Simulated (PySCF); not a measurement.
# C5H9AsBN: electronic excitations

What electronic excitations should C5H9AsBN (`CC#C[B@H-]([AsH2])[N+]#CC`) show?

The runs use PySCF 2.14.0, with density-fitted response routines of our own; the level of theory stands in each step. All values are computed, except where a source is named. Atoms count from 0, in the outputs and in this text.

**1. The molecule as given**

17 atoms, charge 0, multiplicity 1; geometry from: GFN2-xTB.

Bonds of the start (Å): C0–C1 1.45, C1–C2 1.20, C2–B3 1.55, B3–As4 2.12, B3–N5 1.45, N5–C6 1.16, C6–C7 1.43, C0–H8 1.09, C0–H9 1.09, C0–H10 1.09, B3–H11 1.19, As4–H12 1.52, As4–H13 1.52, C7–H14 1.09, C7–H15 1.09, C7–H16 1.09.

**2. Ultraviolet spectrum: wB97X-D/def2-SVPD**

What the job is given:

```
{"job": {"kind": "uv", "xc": "wB97X-D", "basis": "def2-SVPD", "nstates": 8, "ntriplets": 3}, "charge": 0, "multiplicity": 1}
C     -3.414363    -1.282709    -0.125193
C     -2.298116    -0.463675     0.310730
C     -1.378210     0.218726     0.680175
B     -0.185665     1.089166     1.147032
As     0.023768     2.788766    -0.104455
N      1.037169     0.338513     0.916663
C      1.979967    -0.268885     0.636748
C      3.165090    -0.968943     0.245797
H     -3.155972    -2.340198    -0.050051
H     -4.287537    -1.090779     0.499214
H     -3.667927    -1.056100    -1.161746
H     -0.227980     1.437926     2.286555
H      0.506555     2.018543    -1.317690
H      1.479755     3.034761     0.257711
H      3.314360    -1.850666     0.871281
H      3.072379    -1.281320    -0.795110
H      4.029729    -0.311097     0.341893
```

With the program's defaults for keys left out, this is: TDDFT wB97X-D/def2-SVPD, vertical, gas phase, core orbitals frozen in the response.

The run is started by

```console
OMP_NUM_THREADS=1 python probes_run.py task.json out
```

This one command runs all jobs of the session in turn.

Predict these results of the whole session: lowest singlet (wB97X-D/def2-SVPD); brightest single state of those computed; lowest triplet; surface potential, 1st and 99th percentile.

The runs gave:

| quantity | value |
| --- | --- |
| lowest singlet (wB97X-D/def2-SVPD) | 4.42 eV (281 nm), f = 0.005 |
| brightest single state of those computed | state 2, 4.80 eV, f = 0.256 |
| lowest triplet | 3.83 eV |
| surface potential, 1st and 99th percentile | -1.56 V and 2.04 V |

What this shows: The first singlet state (HOMO→LUMO+1 0.92) lies at 4.42 eV and is weak; of the 8 states computed, the strongest absorption comes from state 2 at 4.80 eV. The lowest triplet lies 0.59 eV below the lowest singlet (triplets in Tamm-Dancoff, singlets in full TDDFT).
